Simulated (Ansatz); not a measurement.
# Si2H3F2 radical: one species, many methods

How much do the methods differ for Si2H3F2 radical? The plan is to run it at one geometry with functionals of several rungs and with coupled cluster, and see how far each lands from CCSD(T) at the basis-set limit for the atomisation energy.

The runs use Ansatz 0.2.0, Gaussian basis; functionals in def2-TZVPP, the program's frozen cores in correlated methods.

Plan: LDA (SPW92), PBE-D4, revPBE-D4, BLYP-D4, r2SCAN-D4, B97M-V, PBE0-D4, B3LYP-D4, r2SCANh-D4, r2SCAN0-D4, HSE06-D4, BHLYP-D4, CAM-B3LYP-D4, LC-ωPBE, ωB97X-V, ωB97M-V, B2PLYP, PBE-QIDH; CCSD(T)/def2-SVP; CCSD(T)/def2-TZVPP; MP2/def2-QZVPP; extrapolation to the limit; RPA on PBE.

### 1 The geometry

An earlier PBE0-D4 in a triple-zeta def2 set relaxation fixed the geometry.

SMILES `F[SiH](F)[SiH2]`, 7 atoms, charge 0, spin multiplicity 2.

Atoms are counted from 1 here; the program's logs count them from 0.

Bond lengths: F1–Si2 1.593 Å, Si2–F3 1.592 Å, Si2–Si4 2.324 Å, Si2–H5 1.480 Å, Si4–H6 1.486 Å, Si4–H7 1.486 Å. Angles: F1–Si2–F3 106.3°, F1–Si2–Si4 112.7°, F1–Si2–H5 107.3°, F3–Si2–Si4 108.4°, F3–Si2–H5 108.2°, Si4–Si2–H5 113.6°, Si2–Si4–H6 113.7°, Si2–Si4–H7 115.5°, H6–Si4–H7 111.5°.

### 2 LDA

This LDA is Slater exchange with PW92 correlation.

in.yaml

```yaml
crystal:
  periodic: [false, false, false]
  atoms:
    - {symbol: F, position_ang: [-0.375529, -1.578787, 1.205948]}
    - {symbol: Si, position_ang: [0.600416, -0.645392, 0.361046]}
    - {symbol: F, position_ang: [1.259452, -1.577365, -0.748619]}
    - {symbol: Si, position_ang: [-0.517548, 1.089508, -0.706295]}
    - {symbol: H, position_ang: [1.670432, -0.186410, 1.274491]}
    - {symbol: H, position_ang: [-0.987897, 2.155035, 0.217068]}
    - {symbol: H, position_ang: [-1.588127, 0.675408, -1.649340]}
basis:
  gaussian: {orbitals: def2-TZVPP}
magnetization: {spin_polarized: true, initial_magnetization: 1}
hamiltonian: {xc: lda}
output: {orbitals: {seedname: orbitals}}
```

Further steps of the session: PBE-D4 (GGA); revPBE-D4 (GGA); BLYP-D4 (GGA); r2SCAN-D4 (meta-GGA); B97M-V (meta-GGA); PBE0-D4 (hybrid); B3LYP-D4 (hybrid); r2SCANh-D4 (hybrid); r2SCAN0-D4 (hybrid); HSE06-D4 (hybrid); BHLYP-D4 (hybrid); CAM-B3LYP-D4 (range-separated); LC-ωPBE (range-separated); ωB97X-V (range-separated); ωB97M-V (range-separated); B2PLYP (double hybrid); PBE-QIDH (double hybrid); CCSD(T) in def2-SVP; CCSD(T) in def2-TZVPP; MP2 in def2-QZVPP; RPA on PBE orbitals.

Q: Predict the results of all the runs planned. Wanted: atomisation energy, CCSD(T)/CBS; farthest beyond LDA; mean size of error, GGA; mean size of error, meta-GGA; mean size of error, hybrid; mean size of error, range-separated; mean size of error, double hybrid; gap, smallest and largest; T1 diagnostic.

As calculated:

```
                               quantity                                             value
        atomisation energy, CCSD(T)/CBS                                         24.330 eV
    functionals within 0.122 eV (0.5 %)  PBE-D4, r2SCAN-D4, B97M-V, CAM-B3LYP-D4, ωB97X-V
                    farthest beyond LDA                              BHLYP-D4 (-0.813 eV)
                mean size of error, GGA                                          0.324 eV
           mean size of error, meta-GGA                                          0.033 eV
             mean size of error, hybrid                                          0.424 eV
    mean size of error, range-separated                                          0.112 eV
      mean size of error, double hybrid                                          0.436 eV
              gap, smallest and largest          1.13 eV (LDA (SPW92)), 8.52 eV (LC-ωPBE)
                          T1 diagnostic                                            0.0142
triples share of the correlation energy                                             2.9 %
```

What this shows: LDA overbinds by 2.979 eV (12 %). PBE-D4 misses by -0.066 eV. Double hybrids carry the basis error of their MP2 part in triple zeta, and no dispersion term here, so their miss is partly the set-up's. The rungs meta-GGA, range-separated miss on average by less than the doubt on the reference (0.122 eV), so they tie. The reference freezes the cores and leaves out relativity and excitations past (T), so misses under about 0.122 eV can't be ranked. Hartree-Fock recovers 76 % of the binding; the rest is correlation. CCSD(T) in def2-SVP is off by -2.225 eV, which most functionals beat. The gap grows from 1.1 to 8.5 eV across the functionals, mostly with the share of exact exchange.
